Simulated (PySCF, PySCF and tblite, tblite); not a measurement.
# Si5H12: conformers and averaged spectra, part 2 of 2

PySCF and tblite. Atoms count from 0. Earlier steps stand in the parts before.

## Step 5: Shieldings, conformer 2: PBE0/pcSseg-1

What the job is given:

```
{"job": {"xc": "PBE0", "basis": "pcSseg-1", "kind": "nmr", "pop": false}, "charge": 0, "multiplicity": 1}
Si     2.247847    -0.539641     1.198718
Si     2.070888     0.487343    -0.864876
Si    -0.043509     0.333964    -1.822827
Si    -1.782061     0.909136    -0.389699
Si    -2.430282    -0.744377     1.089708
H      1.857083    -1.950541     1.127861
H      1.351451     0.091472     2.172756
H      3.585464    -0.512471     1.793419
H      3.110324    -0.029837    -1.770109
H      2.429942     1.910106    -0.733524
H     -0.115027     1.089556    -3.083258
H     -0.256540    -1.056752    -2.264322
H     -1.366773     2.105460     0.366329
H     -2.953079     1.389408    -1.141430
H     -3.377389    -0.311580     2.119636
H     -3.067712    -1.867148     0.396666
H     -1.267623    -1.292069     1.795041
```

The log of the run:

```text
coarse grid: 15560 points
cycle   1  E = -1453.9532216389  dE = -2.800e-01  |g| = 1.672e-01  |ddm| = 3.551e+00
cycle   2  E = -1453.9583070263  dE = -5.085e-03  |g| = 9.442e-02  |ddm| = 3.366e-01
cycle   3  E = -1453.9605391355  dE = -2.232e-03  |g| = 2.530e-02  |ddm| = 1.589e-01
cycle   4  E = -1453.9607824739  dE = -2.433e-04  |g| = 4.956e-03  |ddm| = 4.959e-02
cycle   5  E = -1453.9607917869  dE = -9.313e-06  |g| = 9.369e-04  |ddm| = 9.914e-03
final grid: 124096 points
cycle   6  E = -1453.9854144617  dE = -1.364e-05  |g| = 2.427e-03  |ddm| = 1.771e-02
cycle   7  E = -1453.9854147790  dE = -3.173e-07  |g| = 1.441e-03  |ddm| = 3.902e-03
cycle   8  E = -1453.9854152265  dE = -4.476e-07  |g| = 2.325e-04  |ddm| = 1.998e-03
cycle   9  E = -1453.9854152459  dE = -1.941e-08  |g| = 3.211e-05  |ddm| = 4.031e-04
cycle  10  E = -1453.9854152463  dE = -3.554e-10  |g| = 8.790e-06  |ddm| = 8.128e-05
converged SCF energy = -1453.9854152463

GIAO shielding tensors (ppm)
atom      isotropic    diamagn.    paramagn.     s11        s22        s33       span
  0 Si     464.982     880.647    -415.665    452.659    465.915    476.371     23.712
  1 Si     475.676     881.071    -405.394    461.389    478.173    487.466     26.077
  2 Si     473.830     881.407    -407.577    459.971    473.965    487.555     27.584
  3 Si     479.108     881.513    -402.405    468.876    477.851    490.598     21.723
  4 Si     463.409     880.544    -417.135    448.861    463.374    477.993     29.132
  5 H       28.273      29.986      -1.713     24.860     26.748     33.211      8.351
  6 H       28.258      30.425      -2.167     24.432     27.604     32.739      8.307
  7 H       28.117      28.861      -0.745     24.387     25.295     34.668     10.281
  8 H       28.141      29.097      -0.956     24.099     25.514     34.811     10.712
  9 H       28.270      29.575      -1.305     24.752     25.805     34.253      9.501
 10 H       27.972      29.516      -1.544     23.639     25.553     34.723     11.084
 11 H       28.293      30.352      -2.058     24.989     26.136     33.755      8.765
 12 H       28.355      30.369      -2.014     24.786     26.603     33.676      8.890
 13 H       28.196      29.401      -1.204     23.988     25.690     34.912     10.924
 14 H       28.100      28.813      -0.712     24.587     25.209     34.505      9.918
 15 H       28.238      29.308      -1.070     24.821     25.938     33.954      9.133
 16 H       28.266      30.369      -2.102     23.811     27.828     33.161      9.351
```

Wall time 21 s (1 thread of Intel Xeon Platinum 8488C, shared host); peak memory 0.91 GiB.

This run: HOMO -8.23 eV, LUMO -0.68 eV; dipole 0.21 D.

## Step 6: Shieldings, conformer 3: PBE0/pcSseg-1

What the job is given:

```
{"job": {"xc": "PBE0", "basis": "pcSseg-1", "kind": "nmr", "pop": false}, "charge": 0, "multiplicity": 1}
Si    -3.980776     0.316138     0.378044
Si    -1.996943    -0.769782    -0.121816
Si    -0.006862     0.345543     0.315294
Si     2.024553    -0.676418    -0.158121
Si     3.964015     0.500442     0.308865
H     -4.060789     0.652705     1.802539
H     -5.192822    -0.449411     0.071088
H     -4.098879     1.579594    -0.355923
H     -2.000344    -1.165360    -1.541801
H     -1.960161    -2.065488     0.580157
H     -0.044573     1.645695    -0.380231
H     -0.002315     0.740290     1.736514
H      2.058851    -1.972140     0.543897
H      2.022439    -1.071693    -1.578140
H      4.048352     0.847509     1.730593
H      5.205720    -0.210056    -0.011721
H      4.013536     1.764463    -0.431972
```

The log of the run:

```text
coarse grid: 15560 points
cycle   1  E = -1453.9520034777  dE = -2.919e-01  |g| = 1.683e-01  |ddm| = 3.545e+00
cycle   2  E = -1453.9578906105  dE = -5.887e-03  |g| = 8.478e-02  |ddm| = 3.202e-01
cycle   3  E = -1453.9595720201  dE = -1.681e-03  |g| = 1.891e-02  |ddm| = 1.332e-01
cycle   4  E = -1453.9596974488  dE = -1.254e-04  |g| = 5.028e-03  |ddm| = 3.804e-02
cycle   5  E = -1453.9597067510  dE = -9.302e-06  |g| = 1.384e-03  |ddm| = 1.036e-02
final grid: 124096 points
cycle   6  E = -1453.9849145127  dE = -1.148e-05  |g| = 2.614e-03  |ddm| = 1.367e-02
cycle   7  E = -1453.9849148404  dE = -3.277e-07  |g| = 1.738e-03  |ddm| = 4.804e-03
cycle   8  E = -1453.9849155739  dE = -7.334e-07  |g| = 2.461e-04  |ddm| = 2.464e-03
cycle   9  E = -1453.9849155930  dE = -1.918e-08  |g| = 4.024e-05  |ddm| = 3.909e-04
cycle  10  E = -1453.9849155935  dE = -4.957e-10  |g| = 9.739e-06  |ddm| = 7.970e-05
converged SCF energy = -1453.9849155935

GIAO shielding tensors (ppm)
atom      isotropic    diamagn.    paramagn.     s11        s22        s33       span
  0 Si     462.720     879.408    -416.688    445.737    462.371    480.052     34.315
  1 Si     475.243     881.615    -406.372    460.507    476.894    488.329     27.821
  2 Si     474.192     882.364    -408.172    453.889    480.234    488.453     34.564
  3 Si     475.251     881.617    -406.366    460.536    476.919    488.299     27.764
  4 Si     462.733     879.412    -416.679    445.686    462.444    480.069     34.384
  5 H       28.179      28.654      -0.475     24.527     26.373     33.637      9.110
  6 H       28.027      27.878       0.148     24.387     25.433     34.260      9.873
  7 H       28.180      28.718      -0.539     24.524     26.378     33.636      9.113
  8 H       28.266      30.182      -1.917     23.944     26.930     33.923      9.979
  9 H       28.265      30.100      -1.835     23.948     26.929     33.918      9.970
 10 H       28.306      31.347      -3.041     23.617     27.614     33.687     10.069
 11 H       28.305      31.282      -2.977     23.621     27.616     33.678     10.057
 12 H       28.265      30.103      -1.838     23.947     26.933     33.916      9.969
 13 H       28.266      30.182      -1.915     23.946     26.926     33.927      9.981
 14 H       28.180      28.661      -0.481     24.524     26.381     33.634      9.110
 15 H       28.026      27.881       0.145     24.387     25.431     34.261      9.874
 16 H       28.179      28.719      -0.540     24.525     26.373     33.638      9.113
```

Wall time 20 s (1 thread of Intel Xeon Platinum 8488C, shared host); peak memory 0.9 GiB.

This run: HOMO -8.10 eV, LUMO -1.23 eV; dipole 0.12 D.

## Step 7: Shieldings, conformer 4: PBE0/pcSseg-1

What the job is given:

```
{"job": {"xc": "PBE0", "basis": "pcSseg-1", "kind": "nmr", "pop": false}, "charge": 0, "multiplicity": 1}
Si    -2.796541     0.337495    -1.076818
Si    -1.220734     1.562560     0.088637
Si     0.117355     0.321911     1.529294
Si     1.283211    -1.387037     0.468305
Si     2.660536    -0.703296    -1.257334
H     -3.733539    -0.338527    -0.175533
H     -2.150530    -0.714590    -1.868160
H     -3.615019     1.112318    -2.011469
H     -1.870857     2.682042     0.788742
H     -0.334686     2.245748    -0.871292
H      1.074660     1.186915     2.238727
H     -0.715397    -0.206000     2.622782
H      2.048775    -2.193499     1.432441
H      0.295811    -2.348965    -0.054246
H      3.366060    -1.782667    -1.950906
H      1.891262     0.011006    -2.281246
H      3.692637     0.226614    -0.791151
```

The log of the run:

```text
coarse grid: 15560 points
cycle   1  E = -1453.9532319155  dE = -2.810e-01  |g| = 1.673e-01  |ddm| = 3.550e+00
cycle   2  E = -1453.9583654720  dE = -5.134e-03  |g| = 9.408e-02  |ddm| = 3.407e-01
cycle   3  E = -1453.9605992260  dE = -2.234e-03  |g| = 2.471e-02  |ddm| = 1.569e-01
cycle   4  E = -1453.9608297709  dE = -2.305e-04  |g| = 5.197e-03  |ddm| = 4.788e-02
cycle   5  E = -1453.9608399022  dE = -1.013e-05  |g| = 1.093e-03  |ddm| = 1.035e-02
cycle   6  E = -1453.9608403616  dE = -4.595e-07  |g| = 1.763e-04  |ddm| = 2.058e-03
final grid: 124096 points
cycle   7  E = -1453.9858008336  dE = -1.191e-05  |g| = 2.059e-03  |ddm| = 1.562e-02
cycle   8  E = -1453.9858009820  dE = -1.485e-07  |g| = 1.118e-03  |ddm| = 2.788e-03
cycle   9  E = -1453.9858012058  dE = -2.237e-07  |g| = 2.341e-04  |ddm| = 1.551e-03
cycle  10  E = -1453.9858012275  dE = -2.174e-08  |g| = 2.605e-05  |ddm| = 4.127e-04
cycle  11  E = -1453.9858012277  dE = -2.015e-10  |g| = 7.599e-06  |ddm| = 5.528e-05
converged SCF energy = -1453.9858012277

GIAO shielding tensors (ppm)
atom      isotropic    diamagn.    paramagn.     s11        s22        s33       span
  0 Si     466.665     880.371    -413.707    453.241    467.414    479.338     26.097
  1 Si     478.292     881.620    -403.328    467.434    477.340    490.102     22.668
  2 Si     471.566     881.541    -409.976    458.609    466.324    489.764     31.155
  3 Si     478.239     881.642    -403.403    467.476    477.274    489.967     22.491
  4 Si     466.650     880.355    -413.705    453.226    467.329    479.395     26.168
  5 H       28.271      29.272      -1.002     24.724     26.234     33.855      9.131
  6 H       28.259      29.999      -1.740     24.172     27.642     32.962      8.790
  7 H       28.141      28.657      -0.516     24.565     25.299     34.559      9.994
  8 H       28.180      29.445      -1.264     24.052     25.627     34.862     10.809
  9 H       28.286      30.550      -2.264     24.633     26.634     33.592      8.959
 10 H       28.083      30.053      -1.970     24.332     25.654     34.264      9.933
 11 H       28.084      30.065      -1.981     24.332     25.654     34.265      9.933
 12 H       28.180      29.473      -1.293     24.053     25.629     34.859     10.806
 13 H       28.286      30.583      -2.297     24.632     26.631     33.595      8.963
 14 H       28.141      28.655      -0.514     24.566     25.299     34.558      9.992
 15 H       28.259      29.978      -1.720     24.171     27.642     32.963      8.792
 16 H       28.271      29.246      -0.975     24.725     26.232     33.856      9.132
```

It took 21 s on 1 thread of Intel Xeon Platinum 8488C, shared host; peak memory 0.91 GiB.

Key values: HOMO -8.26 eV, LUMO -0.58 eV; dipole 0.17 D.

## Step 8: Boltzmann average: properties at PBE0/pcSseg-1

What the job is given:

```
{"job": {"study": "conf", "smiles": "[SiH3][SiH2][SiH2][SiH2][SiH3]", "search": {"seed": 856, "n_embed": 90, "ff_keep": 18, "window": 3.0, "nmax": 10, "temps": [220, 260, 298.15, 340, 380], "t_ref": 298.15, "order": 0.002}, "level": {"nmr": {"xc": "PBE0", "basis": "pcSseg-1"}}, "kind": "conf"}, "charge": 0, "multiplicity": 1}
Si     2.247847    -0.539641     1.198718
Si     2.070888     0.487343    -0.864876
Si    -0.043509     0.333964    -1.822827
Si    -1.782061     0.909136    -0.389699
Si    -2.430282    -0.744377     1.089708
H      1.857083    -1.950541     1.127861
H      1.351451     0.091472     2.172756
H      3.585464    -0.512471     1.793419
H      3.110324    -0.029837    -1.770109
H      2.429942     1.910106    -0.733524
H     -0.115027     1.089556    -3.083258
H     -0.256540    -1.056752    -2.264322
H     -1.366773     2.105460     0.366329
H     -2.953079     1.389408    -1.141430
H     -3.377389    -0.311580     2.119636
H     -3.067712    -1.867148     0.396666
H     -1.267623    -1.292069     1.795041
```

The log of the run:

```text
conformer  sym    E(xTB)   E(DFT)   G(298.15 K)  weight  dipole/D
    1     C1      0.286    0.695    0.208   0.2759    0.124
    2     C1      0.173    0.007    0.000   0.3916    0.209
    3     C2v     0.000    1.317    1.773   0.0197    0.115
    4     C2      0.400    0.000    0.133   0.3128    0.167

mean shielding (ppm) by class
class atoms           220 K      260 K   298.15 K      340 K      380 K
  0 Si 0,4          465.146    465.102    465.069    465.038    465.014
  1 Si 1,3          477.546    477.495    477.456     477.42    477.392
  2 Si 2             472.78    472.787    472.793    472.799    472.805
  3 H  5,6,7         28.205     28.203     28.201       28.2     28.199
  4 H  8,9,12        28.239      28.24      28.24     28.241     28.241
  5 H  10,11         28.131     28.136     28.139     28.142     28.144
```

Wall time 1.7 min (1 thread of Intel Xeon Platinum 8488C, shared host). This counts the runs that the step sums up.

The search (ETKDG, MMFF94s, GFN2-xTB) embedded 90 structures, kept 4 distinct ones after the force field and 4 after xTB; 4 were carried on (window 3.0 kcal/mol at the search's own energies). Energies: PBE0/pcSseg-1 with D3(BJ).

The conformers at 298 K:

```csv
no.,group,mirror pair,ΔE xTB,ΔE DFT,ΔG,weight (%),μ (D),Si0–Si1–Si2–Si3 (°),Si1–Si2–Si3–Si4 (°),"A, B, C (GHz)"
1,C1,yes,0.29,0.69,0.21,27.6,0.12,-177,59,"3.12, 0.50, 0.46"
2,C1,yes,0.17,0.01,0.00,39.2,0.21,49,-80,"1.68, 0.81, 0.59"
3,C2v,no,0.00,1.32,1.77,2.0,0.12,180,-180,"5.94, 0.40, 0.38"
4,C2,yes,0.40,0.00,0.13,31.3,0.17,58,58,"1.86, 0.68, 0.60"
```

Energies in kcal/mol. ΔG holds xTB vibrations and rotation, symmetry numbers and mirror pairs.

Weights (%) by temperature:

```csv
no.,220 K,260 K,298 K,340 K,380 K
2,42.5,40.6,39.2,37.9,36.9
4,35.1,32.9,31.3,29.9,28.8
1,21.3,24.9,27.6,29.9,31.6
3,1.1,1.5,2.0,2.4,2.8
```

Other ways of weighting, at the same temperature:

```csv
scheme,2,4,1,3,mean μ (D)
DFT free energy,39,31,28,2,0.17
"DFT energy, symmetry counted",54,27,17,1,0.18
DFT energy alone,41,42,13,4,0.18
"xTB energy, symmetry counted",40,14,33,13,0.16
xTB free energy,25,13,46,15,0.15
lowest conformer only,100,0,0,0,0.21
equal weights,25,25,25,25,0.15
conformers found from three starts alone,0,94,0,6,0.16
```

Shifts against references run at the same level (29Si TMS 349.2, 1H TMS 31.72 ppm of shielding), by class of atoms, at 298 K:

```csv
atoms,environment,no. 2,no. 4,no. 1,average
"H10, H11",hydrogen on a silicon bonded to 2 Si,3.58,3.63,3.52,3.58
"H5, H6, H7 and 3 more",hydrogen on a silicon bonded to Si,3.51,3.49,3.54,3.52
"H8, H9, H12, H13",hydrogen on a silicon bonded to 2 Si,3.48,3.48,3.47,3.48
"Si0, Si4","silicon bonded to Si, 3 H",-115.0,-117.5,-115.5,-115.9
Si2,"silicon bonded to 2 Si, 2 H",-124.7,-122.4,-123.5,-123.6
"Si1, Si3","silicon bonded to 2 Si, 2 H",-128.2,-129.1,-127.6,-128.3
```

Effective distances for nuclear Overhauser effects, ⟨r⁻⁶⟩^(−1/6) over all pairs of two classes (Å): H8···H10 3.74.

## Step 9: What came out

The summary covers parts 1 to 2.

| quantity | value |
| --- | --- |
| conformers | 4; the first in weight is no. 2 (C1), 39 % at 298 K |
| root-mean-square dipole | 0.17 D |
| averaged 1H shifts (PBE0/pcSseg-1) | 3.58, 3.52, 3.48 ppm |
| averaged 29Si shifts (PBE0/pcSseg-1) | -115.9, -123.6, -128.3 ppm |

**Reading.** Conformer 2 leads with 39 % at 298 K, and its share goes from 43 % at 220 K to 37 % at 380 K. xTB puts no. 3 lowest, DFT no. 4. Among conformers over 5 %, H10, H11 differ by 0.11 ppm, while the average moves by 0.01 ppm from 220 to 380 K.
